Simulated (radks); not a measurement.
# Mg⁵⁺ in [He] 2s2 2p3: an all-electron calculation

One table from this session's results is given with a row withheld; the runs are named, their logs left out.

Program: radks (a radial shooting solver on a logarithmic mesh, Libxc functionals) version 1. Level of theory: non-relativistic Kohn-Sham, revTPSS, spin-polarised, spherical densities, point nucleus; open shells are filled with parallel spins first. These are calculated values, not measurements, unless marked.

## The system

| Quantity | Value |
| --- | --- |
| element | magnesium (Z = 12) |
| charge | +5 |
| electrons | 7 |
| configuration | [He] 2s2 2p3 |

The outer shells:

Mg⁵⁺
```
[He] core
2s [↑↓]
2p [↑ ][↑ ][↑ ]
```

The first run:

The run's settings:

```text
Z 12
configuration [He] 2s2 2p3
relativity non-relativistic
functional revtpss,revtpss
spin polarised
nucleus point
```

Among the steps run: Self-consistent calculation.

One of the session's tables, all rows but one given; the rest of the session is left out.

It belongs to the step «Shells». From the orbitals of this run (lengths in bohr):

```
  level     <r>  outermost maximum (interpolated)  90 % within
  1s up       ?                                 ?            ?
1s down  0.1301                            0.0853        0.232
  2s up  0.6228                             0.515        0.966
2s down  0.6371                             0.524        0.990
  2p up  0.5706                             0.434        0.936
2p down  0.5920                             0.443        0.977
```

Q: Estimate the row for 1s up from the others.

**Answer.** <r>: 0.1306; outermost maximum (interpolated): 0.0854; 90 % within: 0.233. In the column «<r>» it lies between 1s down (0.1301) and 2p up (0.5706).

Caveats from the session: Open shells are spherical and high-spin; term and fine-structure splittings are not resolved.
